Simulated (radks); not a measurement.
# Ionising ytterbium step by step, Yb²⁴⁺ to Yb⁴⁷⁺

The task here is to estimate one member of a computed series from the others.

The numbers are computed with radks (a radial shooting solver on a logarithmic mesh, Libxc functionals) version 1 (Dirac Kohn-Sham, PBE, spin-unpolarised, spherical densities, finite nucleus; open shells fill j = l - 1/2 first), except any that are marked as measured or tabulated.

### Starting point

* element: ytterbium (Z = 70)
* charges: 24 to 47
* first configuration: [Kr] 4d10
* last configuration: [Ar] 3d5

The first run:

Input:

```text
Z 70
configuration [Kr] 4d10
relativity Dirac
functional pbe,pbe
spin unpolarised
j_filling energy
nucleus finite rms 5.3108 fm
c 137.035999084
```

Among the steps run: Yb²⁴⁺, [Kr] 4d10.

One of the session's tables, all rows but one given; the rest of the session is left out.

It belongs to the step «Yb²⁴⁺, [Kr] 4d10». Sizes of the orbitals, from the radial functions (bohr):

```
level     <r>  outermost maximum (interpolated)  90 % within  nodes
3p3/2  0.2194                             0.201        0.328      1
3d3/2  0.1930                             0.158        0.300      0
3d5/2  0.1972                             0.162        0.306      0
4s1/2  0.4628                             0.444        0.659      3
4p1/2  0.4647                             0.443        0.668      2
4p3/2       ?                                 ?            ?      ?
4d3/2  0.4899                             0.459        0.719      1
4d5/2  0.4971                             0.466        0.729      1
```

Estimate the missing values for 4p3/2.

As computed: <r>: 0.4890; outermost maximum (interpolated): 0.467; 90 % within: 0.702; nodes: 2. In the column «<r>» it lies between 4p1/2 (0.4647) and 4d3/2 (0.4899).

Limits of these values: Spin polarisation and multiplet splitting are left out, so open shells lie too high by an amount that depends on their filling.
